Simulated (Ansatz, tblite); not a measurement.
# Au(NH3)Cl (AuClH3N): a ladder of methods and basis sets

Aim: run the singlet of Au(NH3)Cl (AuClH3N) at one geometry on many levels, and compare frontier levels, spin and run time.

Computed with Ansatz 0.2.0, Gaussian basis. Level: as each input shows.

Plan: GFN1-xTB, GFN2-xTB, PBE-D4/def2-TZVP, r2SCAN-D4/def2-TZVP, BHLYP-D4/def2-TZVP, revPBE-D4/def2-TZVP, HSE06-D4/def2-TZVP, B2PLYP/def2-TZVP, ωB97X-V/def2-TZVP, HF/def2-TZVP, BLYP-D4/def2-TZVP, PBE-D4/def2-SVP, PBE0-D4/def2-SVP, PBE0-D4/def2-TZVPD, PBE-D4/def2-TZVPD, r2SCAN-D4/def2-TZVPD, CCSD(T)/def2-TZVPP, MP2/def2-TZVP, RPA/def2-TZVP.

### Step 1. The relaxed structure

The geometry is that of the singlet, from an earlier relaxation (PBE0-D4/def2-TZVP).

6 atoms, charge 0, spin multiplicity 1.

Bond lengths: Au1–N2 2.085 Å, Au1–Cl6 2.232 Å, N2–H3 1.015 Å, N2–H4 1.015 Å, N2–H5 1.015 Å. Angles: N2–Au1–Cl6 180.0°, Au1–N2–H3 110.9°, Au1–N2–H4 110.9°, Au1–N2–H5 110.9°, H3–N2–H4 108.0°, H3–N2–H5 108.0°, H4–N2–H5 108.0°.

Formally the metal is d10. Au takes a core potential in the def2 sets. No spin-orbit coupling is included.

PBE0-D4/def2-TZVP was run before; its log isn't repeated, and its numbers join the tables.

### Step 2. GFN1-xTB

Tight binding, by tblite at 300 K electronic temperature and without a spin-polarisation term:

```python
tblite.interface.Calculator('GFN1-xTB', numbers, positions, charge=0, uhf=0).singlepoint()
```

Energy -355.7853 eV, HOMO -11.18 eV, LUMO -5.73 eV; 0.004 s.

### Step 3. GFN2-xTB

Tight binding, by tblite at 300 K electronic temperature and without a spin-polarisation term:

```python
tblite.interface.Calculator('GFN2-xTB', numbers, positions, charge=0, uhf=0).singlepoint()
```

Energy -350.8068 eV, HOMO -9.85 eV, LUMO -3.51 eV; 0.002 s.

### Step 4. PBE-D4/def2-TZVP

start.molden holds the orbitals of an earlier run on this state, given as this run's starting guess.

File in.yaml:

```yaml
crystal:
  periodic: [false, false, false]
  atoms:
    - {symbol: Au, position_ang: [-0.006159, 0.000633, -1.199221]}
    - {symbol: N, position_ang: [0.004538, -0.000488, 0.885690]}
    - {symbol: H, position_ang: [-0.410634, 0.850220, 1.251008]}
    - {symbol: H, position_ang: [0.951905, -0.064994, 1.243242]}
    - {symbol: H, position_ang: [-0.521931, -0.787407, 1.250550]}
    - {symbol: Cl, position_ang: [-0.017719, 0.002026, -3.431258]}
basis:
  gaussian: {orbitals: def2-TZVP, initial_orbitals: start.molden}
hamiltonian: {xc: pbe, dispersion: d4}
scf: {omitted_lower_state_checks: [starts]}
output: {orbitals: {seedname: orbitals}}
```

Command:

```bash
$ ansatz run in.yaml --threads 4 --pin off --events-out ev --progress --plain --max-ram 3916MiB
```

The runs that follow: r2SCAN-D4/def2-TZVP; BHLYP-D4/def2-TZVP; revPBE-D4/def2-TZVP; HSE06-D4/def2-TZVP; B2PLYP/def2-TZVP; ωB97X-V/def2-TZVP; HF/def2-TZVP; BLYP-D4/def2-TZVP; PBE-D4/def2-SVP; PBE0-D4/def2-SVP; PBE0-D4/def2-TZVPD; PBE-D4/def2-TZVPD; r2SCAN-D4/def2-TZVPD; CCSD(T)/def2-TZVPP; MP2/def2-TZVP; RPA/def2-TZVP.

**Question.** What will the summary of the whole plan be? Wanted: gap in def2-TZVP, named functionals and Hartree-Fock, smallest and largest; correlation energy, CCSD(T)/def2-TZVPP; correlation energy, MP2/def2-TZVP; binding an atom, CCSD(T)/def2-TZVPP; PBE0 total energy, smallest basis above largest.

As calculated:

| quantity | value |
| --- | --- |
| gap in def2-TZVP, named functionals and Hartree-Fock, smallest and largest | 3.70 eV (BLYP-D4), 11.54 eV (HF) |
| correlation energy, CCSD(T)/def2-TZVPP | -29.17 eV |
| correlation energy, MP2/def2-TZVP | -23.22 eV |
| binding an atom, CCSD(T)/def2-TZVPP | 2.893 eV |
| PBE0 total energy, smallest basis above largest | 6.47 eV (def2-SVP, def2-TZVPD) |

Over the named functionals and Hartree-Fock in def2-TZVP the gap runs from 3.70 eV (BLYP-D4) to 11.54 eV (HF); exact exchange widens it. The functionals in def2-TZVP miss CCSD(T)/def2-TZVPP by -0.074 (BHLYP-D4) to +0.118 eV (PBE-D4) an atom. CCSD(T)/def2-TZVPP isn't at the basis-set limit; small misses against it rank nothing.
